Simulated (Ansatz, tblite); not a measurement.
# The cluster Ca₂Te₃: rung by rung

How do method and basis change the picture of the cluster Ca₂Te₃ (singlet)?

Program: Ansatz 0.2.0, Gaussian basis. Level of theory: as each input shows. These are calculated values, not measurements.

Plan: GFN1-xTB, GFN2-xTB, PBE-D4/def2-TZVP, r2SCAN-D4/def2-TZVP, BHLYP-D4/def2-TZVP, B3LYP-D4/def2-TZVP, B97M-V/def2-TZVP, PBE-D4/def2-SVP, PBE0-D4/def2-SVP, CCSD(T)/def2-SVP, MP2/def2-TZVP.

7 further runs of the same task are left out: 7 set aside as unsound or not needed.

### 1 The relaxed structure

The geometry is that of the singlet, from an earlier relaxation (PBE-D4/def2-SVP). At that level it is the lowest of the isomers that a small search found.

5 atoms, charge 0, spin multiplicity 1.

Bond lengths: Ca1–Te3 3.067 Å, Ca1–Te4 2.882 Å, Ca1–Te5 3.066 Å, Ca2–Te3 3.066 Å, Ca2–Te4 2.882 Å, Ca2–Te5 3.066 Å. Angles: Te3–Ca1–Te4 103.6°, Te3–Ca1–Te5 55.4°, Te4–Ca1–Te5 103.6°, Te3–Ca2–Te4 103.6°, Te3–Ca2–Te5 55.4°, Te4–Ca2–Te5 103.6°, Ca1–Te3–Ca2 67.0°, Ca1–Te4–Ca2 72.0°, Ca1–Te5–Ca2 67.1°.

As a file:

```xyz
5
Ca2Te3
Ca   -1.1673   -0.3993   -1.2217
Ca    1.5885    0.0300    0.7003
Te   -0.6918    2.0730    0.5296
Te    1.4949   -1.3057   -1.8517
Te   -1.2243   -0.3979    1.8435
```

Te takes a core potential in the def2 sets. No spin-orbit coupling is included.

PBE0-D4/def2-TZVP was run before; its log isn't repeated, and its numbers join the tables.

### 2 GFN1-xTB

Tight binding, by tblite at 300 K electronic temperature and without a spin-polarisation term:

```python
tblite.interface.Calculator('GFN1-xTB', numbers, positions, charge=0, uhf=0).singlepoint()
```

Energy -347.5479 eV, HOMO -7.70 eV, LUMO -5.46 eV; 0.021 s.

### 3 GFN2-xTB

Tight binding, by tblite at 300 K electronic temperature and without a spin-polarisation term:

```python
tblite.interface.Calculator('GFN2-xTB', numbers, positions, charge=0, uhf=0).singlepoint()
```

Energy -279.4720 eV, HOMO -6.92 eV, LUMO -4.95 eV; 0.055 s.

### 4 PBE-D4/def2-TZVP

start.molden holds the orbitals of an earlier run on this state, given as this run's starting guess.

File in.yaml:

```yaml
crystal:
  periodic: [false, false, false]
  atoms:
    - {symbol: Ca, position_ang: [-1.167292, -0.399346, -1.221701]}
    - {symbol: Ca, position_ang: [1.588527, 0.029959, 0.700333]}
    - {symbol: Te, position_ang: [-0.691777, 2.072999, 0.529629]}
    - {symbol: Te, position_ang: [1.494855, -1.305745, -1.851714]}
    - {symbol: Te, position_ang: [-1.224313, -0.397867, 1.843453]}
basis:
  gaussian: {orbitals: def2-TZVP, initial_orbitals: start.molden}
hamiltonian: {xc: pbe, dispersion: d4}
scf: {omitted_lower_state_checks: [starts]}
output: {forces: true, orbitals: {seedname: orbitals}}
```

Run with:

```
ansatz run in.yaml --threads 4 --pin off --events-out ev --progress --plain --max-ram 4787MiB
```

The runs that follow: r2SCAN-D4/def2-TZVP; BHLYP-D4/def2-TZVP; B3LYP-D4/def2-TZVP; B97M-V/def2-TZVP; PBE-D4/def2-SVP; PBE0-D4/def2-SVP; CCSD(T)/def2-SVP; MP2/def2-TZVP.

**Question.** What will the summary of the whole plan be? Wanted: gap in def2-TZVP, named functionals, smallest and largest; correlation energy, CCSD(T)/def2-SVP; correlation energy, MP2/def2-TZVP; binding an atom, CCSD(T)/def2-SVP; PBE0 total energy, smallest basis above largest.

**Answer**, as computed:

| quantity | value |
| --- | --- |
| gap in def2-TZVP, named functionals, smallest and largest | 1.53 eV (PBE-D4), 4.26 eV (BHLYP-D4) |
| correlation energy, CCSD(T)/def2-SVP | -17.53 eV |
| correlation energy, MP2/def2-TZVP | -48.55 eV |
| binding an atom, CCSD(T)/def2-SVP | 2.096 eV |
| PBE0 total energy, smallest basis above largest | 5.34 eV (def2-SVP, def2-TZVP) |

What this shows: Orbital gaps of the named functionals in def2-TZVP span 1.53 eV (PBE-D4) to 4.26 eV (BHLYP-D4); exact exchange widens it. The functionals in def2-TZVP miss CCSD(T)/def2-SVP by +0.320 (BHLYP-D4) to +0.602 eV (r2SCAN-D4) an atom. The yardstick is in a double-zeta basis, so levels in larger sets aren't compared like for like. The reference is CCSD(T) in one finite basis, so it carries an error of its own, often a tenth of an eV or more, and near misses can't be ranked.
